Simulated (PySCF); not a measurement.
# C5H5BS: the cost of one run

Programs: PySCF 2.14.0, with density-fitted response routines of our own. Each step states its level of theory. These are calculated values for one molecule in the gas phase, unless marked as measured. Atoms are numbered from 0 throughout.

### Step 1. The starting structure

12 atoms, charge 0, multiplicity 1; geometry from: GFN2-xTB. The atoms were then displaced at random by about 0.01 Å, so the start is not that level's minimum.

Bonds of the start (Å): C0–C1 1.22, C1–C2 1.37, C2–C3 1.17, C3–B4 1.53, B4–S5 1.77, S5–C6 1.82, C0–H7 1.05, B4–H8 1.16, C6–H9 1.09, C6–H10 1.10, C6–H11 1.08.

### Step 2. Relaxing the molecule at PBE0-D3(BJ)/def2-SVP

The job: settings as JSON, then the geometry in Å.

```
{"job": {"xc": "PBE0", "basis": "def2-SVP", "d3": "d3bj", "grid": 1, "shake": 0.01, "kind": "geom"}, "charge": 0, "multiplicity": 1}
C      4.259850     1.434860    -1.536470
C      3.110790     1.163720    -1.213410
C      1.835790     0.837830    -0.847360
C      0.755230     0.548670    -0.510340
B     -0.673310     0.182580    -0.116630
S     -0.912460    -0.939520     1.232510
C     -2.721260    -1.059400     1.335370
H      5.230180     1.719690    -1.834390
H     -1.606760     0.641720    -0.634020
H     -3.148380    -0.078120     1.549540
H     -2.973330    -1.738810     2.157950
H     -3.116650    -1.447330     0.408220
```

Launch:

```sh
$ OMP_NUM_THREADS=1 python probes_run.py task.json out
```

The driver reads the jobs from task.json and runs them one after another.

**Question.** How long does this first job take on 1 thread of Arm Neoverse V1, shared host, and how much memory does it need?

About 56 s, with a peak of 0.51 GiB.
